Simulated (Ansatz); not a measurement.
CuSn3 under changes of volume

One of the cells (24.437 Å³/atom); the others are scaled copies at fixed shape and fractional positions:

```xyz
4
Lattice="-2.2399 2.2399 4.8707 2.2399 -2.2399 4.8707 2.2399 2.2399 -4.8707" Properties=species:S:1:pos:R:3 pbc="T T T"
Sn    0.0000    0.0000    4.8707
Sn    2.2399    0.0000    2.4354
Sn    0.0000    2.2399    2.4354
Cu    0.0000    0.0000    0.0000
```

The cell comes from a database or a generator and needn't be the stable form of this composition.

| Item | Value |
| --- | --- |
| Program | Ansatz 0.2.0 |
| Functional | PBE |
| Potentials or basis | Ansatz PAW |
| Cutoff | 420 eV (not typed: the program's choice for these potentials) |
| k mesh | 8 × 8 × 8 |
| Occupations | fermi-dirac, width 0.05 eV |
| Spin | no spin polarisation |

```tsv
volume (Å³/atom)	energy over the lowest point (meV/atom)	pressure (GPa)
22.971	7.59	2.5
23.460	?	?
23.948	0.00	0.0
24.437	1.44	-1.0
24.926	5.90	-1.9
25.415	13.05	-2.8
25.903	22.59	-3.5
```

**Question.** What does the run at 23.460 Å³/atom give?

**Answer.** Energy over the lowest point 1.92 meV/atom; pressure 1.2 GPa.

Worked out: A Birch-Murnaghan fit of order 3 (a polynomial in V^(-2/3)) to the other rows has its minimum at 23.97 Å³/atom with B0 = V·E''(V) = 54 GPa and B' = 4.5 at fixed shape and positions, which overstates the stiffness. It gives 1.91 meV/atom at 23.460 Å³/atom, against the run's 1.92, and -dE/dV = 1.2 GPa, against 1.2.

Energies are extrapolated to zero smearing.
